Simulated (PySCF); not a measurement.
# C₂H₈GeO₂: magnetic properties

What do calculations give for the magnetic properties of C₂H₈GeO₂ (`[H][Ge]([H])([O]C)[O]C`)?

Programs: PySCF 2.14.0, with routines of our own; each step states its level. All values are computed. Atoms count from 0.

## (1) The system as given

13 atoms, charge 0, multiplicity 1; geometry from: GFN2-xTB.

## (2) Magnetic properties: GIAO PBE0/def2-SVP

What the job is given:

```
{"job": {"kind": "mag", "xc": "PBE0", "basis": "def2-SVP"}, "charge": 0, "multiplicity": 1}
Ge    -0.443300     0.033650    -0.314170
O     -0.273020     0.000600     1.412350
C     -1.305000     0.008240     2.376320
H     -1.941990     0.890820     2.280470
H     -0.822990     0.023010     3.354860
H     -1.931180    -0.883910     2.301900
O      1.241960    -0.013540    -0.725200
C      1.814100    -0.041870    -2.015760
H      1.517620    -0.936770    -2.568160
H      2.896410    -0.050020    -1.880610
H      1.535380     0.837660    -2.600940
H     -1.102000     1.315890    -0.787870
H     -1.185980    -1.183750    -0.833190
```

Method: GIAO PBE0/def2-SVP magnetisability, rotational g tensor and spin-rotation constants, non-relativistic, gas phase.

Launch:

```console
$ OMP_NUM_THREADS=1 python excited_run.py task.json out
```

The driver reads the jobs from task.json and runs them one after another.

Standard output:

```text
coarse grid: 47912 points
cycle   1  E = -2307.3483232164  dE = -1.212e-01  |g| = 9.624e-01  |ddm| = 3.486e+00
cycle   2  E = -2306.9553003088  dE =  3.930e-01  |g| = 1.708e+00  |ddm| = 2.372e+00
cycle   3  E = -2307.5152547890  dE = -5.600e-01  |g| = 9.669e-02  |ddm| = 1.702e+00
cycle   4  E = -2307.5166327078  dE = -1.378e-03  |g| = 5.076e-02  |ddm| = 1.017e-01
cycle   5  E = -2307.5169253659  dE = -2.927e-04  |g| = 5.891e-03  |ddm| = 3.496e-02
cycle   6  E = -2307.5169317320  dE = -6.366e-06  |g| = 1.081e-03  |ddm| = 6.318e-03
final grid: 100848 points
cycle   7  E = -2307.5169491887  dE = -1.113e-08  |g| = 1.120e-03  |ddm| = 2.050e-03
cycle   8  E = -2307.5169491218  dE =  6.690e-08  |g| = 1.258e-03  |ddm| = 1.959e-03
cycle   9  E = -2307.5169494814  dE = -3.596e-07  |g| = 9.686e-05  |ddm| = 1.023e-03
cycle  10  E = -2307.5169494829  dE = -1.499e-09  |g| = 2.273e-05  |ddm| = 8.527e-05
cycle  11  E = -2307.5169494830  dE = -9.686e-11  |g| = 3.671e-06  |ddm| = 2.072e-05
converged SCF energy = -2307.5169494830

Magnetisability tensor (1e-30 J/T^2)
    -1008.08        1.15      101.75
        1.15     -931.43       -2.65
      101.75       -2.65    -1078.62
isotropic -1006.05   principal values   -1151.08   -935.74   -931.31
isotropic susceptibility -60.585 1e-6 cm^3/mol

Inertial axes            a          b          c
rot. const./GHz     10.5935     1.7296     1.5444
chi total           -69.319    -56.343    -56.094
chi diamagnetic    -203.769   -820.564   -894.167
chi paramagnetic    134.450    764.221    838.074
quadrupole/D A        9.811     -5.944     -3.868
g nuclear            0.6256     0.6109     0.5980
g electronic        -0.6691    -0.6210    -0.6081
g total             -0.0435    -0.0101    -0.0101

Spin-rotation constants (kHz, H = +C I.J)
atom  isotope        aa         bb         cc
  3     1H       -1.037     -0.095     -0.008
  4     1H       -0.833      0.048     -0.152
  5     1H       -1.044     -0.119      0.015
  8     1H       -1.049     -0.117      0.015
  9     1H       -0.837      0.049     -0.152
 10     1H       -1.031     -0.097     -0.007
 11     1H       -0.834     -0.082     -0.007
 12     1H       -0.835     -0.084     -0.005
  0   73Ge*      -2.777     -0.492     -0.420
  1    17O*      -0.981     -0.022     -0.085
  2    13C*       1.264      0.351      0.307
* in the singly substituted isotopologue
```

Wall time 15 s (1 thread of Arm Neoverse V2, shared host); peak memory 0.6 GiB.

From this job:

| quantity | value |
| --- | --- |
| magnetisability | -1006·10⁻³⁰ J/T² |
| molar susceptibility | -60.6·10⁻⁶ cm³/mol |
| rotational g (a, b, c) | -0.0435, -0.0101, -0.0101 |

## (3) Magnetic properties: GIAO B97-2/def2-SVP

The job, as its differences from that of step 2:

```diff
@@ -1,2 +1,2 @@
-{"job": {"kind": "mag", "xc": "PBE0", "basis": "def2-SVP"}, "charge": 0, "multiplicity": 1}
+{"job": {"kind": "mag", "xc": "B97-2", "basis": "def2-SVP"}, "charge": 0, "multiplicity": 1}
 Ge    -0.443300     0.033650    -0.314170
```

With the program's defaults for keys left out, this is: GIAO B97-2/def2-SVP magnetisability, rotational g tensor and spin-rotation constants, non-relativistic, gas phase.

Standard output:

```text
coarse grid: 47912 points
cycle   1  E = -2308.3234488627  dE = -1.304e-01  |g| = 9.639e-01  |ddm| = 3.490e+00
cycle   2  E = -2307.8489117581  dE =  4.745e-01  |g| = 1.809e+00  |ddm| = 2.554e+00
cycle   3  E = -2308.4984397400  dE = -6.495e-01  |g| = 7.667e-02  |ddm| = 1.873e+00
cycle   4  E = -2308.4994905992  dE = -1.051e-03  |g| = 4.363e-02  |ddm| = 9.716e-02
cycle   5  E = -2308.4997333818  dE = -2.428e-04  |g| = 7.322e-03  |ddm| = 3.199e-02
cycle   6  E = -2308.4997423961  dE = -9.014e-06  |g| = 7.628e-04  |ddm| = 6.952e-03
final grid: 100848 points
cycle   7  E = -2308.4997349405  dE = -3.867e-08  |g| = 7.870e-04  |ddm| = 1.698e-03
cycle   8  E = -2308.4997348957  dE =  4.482e-08  |g| = 9.132e-04  |ddm| = 1.405e-03
cycle   9  E = -2308.4997350837  dE = -1.880e-07  |g| = 1.036e-04  |ddm| = 7.586e-04
cycle  10  E = -2308.4997350856  dE = -1.888e-09  |g| = 2.198e-05  |ddm| = 9.394e-05
cycle  11  E = -2308.4997350857  dE = -9.095e-11  |g| = 3.071e-06  |ddm| = 1.924e-05
converged SCF energy = -2308.4997350857

Magnetisability tensor (1e-30 J/T^2)
    -1001.11        1.15       99.14
        1.15     -925.30       -2.58
       99.14       -2.58    -1069.84
isotropic -998.75   principal values   -1140.43   -930.61   -925.21
isotropic susceptibility -60.146 1e-6 cm^3/mol

Inertial axes            a          b          c
rot. const./GHz     10.5935     1.7296     1.5444
chi total           -68.678    -56.036    -55.725
chi diamagnetic    -203.486   -820.346   -893.961
chi paramagnetic    134.808    764.310    838.237
quadrupole/D A        9.732     -5.914     -3.818
g nuclear            0.6256     0.6109     0.5980
g electronic        -0.6709    -0.6210    -0.6082
g total             -0.0453    -0.0102    -0.0102

Spin-rotation constants (kHz, H = +C I.J)
atom  isotope        aa         bb         cc
  3     1H       -1.035     -0.095     -0.008
  4     1H       -0.832      0.048     -0.153
  5     1H       -1.042     -0.119      0.016
  8     1H       -1.047     -0.117      0.015
  9     1H       -0.836      0.049     -0.153
 10     1H       -1.029     -0.097     -0.007
 11     1H       -0.833     -0.082     -0.006
 12     1H       -0.834     -0.084     -0.004
  0   73Ge*      -2.762     -0.489     -0.418
  1    17O*      -0.997     -0.030     -0.091
  2    13C*       1.292      0.353      0.309
* in the singly substituted isotopologue
```

Wall time 15 s (1 thread of Arm Neoverse V2, shared host); peak memory 0.6 GiB.

From this job:

| quantity | value |
| --- | --- |
| magnetisability | -999·10⁻³⁰ J/T² |
| molar susceptibility | -60.1·10⁻⁶ cm³/mol |
| rotational g (a, b, c) | -0.0453, -0.0102, -0.0102 |

## (4) Magnetic properties side by side

| level | ξ (10⁻³⁰ J/T²) | g(a) | g(b) | gap (eV) | functions | time |
| --- | --- | --- | --- | --- | --- | --- |
| GIAO PBE0/def2-SVP | -1006 | -0.0435 | -0.0101 | 8.34 | 128 | 15 s |
| GIAO B97-2/def2-SVP | -999 | -0.0453 | -0.0102 | 8.12 | 128 | 15 s |

## (5) What came out

| quantity | value |
| --- | --- |
| magnetisability (step 2, GIAO PBE0/def2-SVP) | -1006·10⁻³⁰ J/T² |
| molar susceptibility (step 2, GIAO PBE0/def2-SVP) | -60.6·10⁻⁶ cm³/mol |
| rotational g (a, b, c) (step 2, GIAO PBE0/def2-SVP) | -0.0435, -0.0101, -0.0101 |
| magnetisability over the levels | -1006 to -999·10⁻³⁰ J/T² |

Steps that list no spin-orbit terms leave them out, which matters at and beside the heavy atoms. The magnetisability spreads by 0.7 % over 2 levels of like cost. Two levels can agree by chance, so this spread shows no convergence. Vibrational averaging and real surroundings are missing from these values.
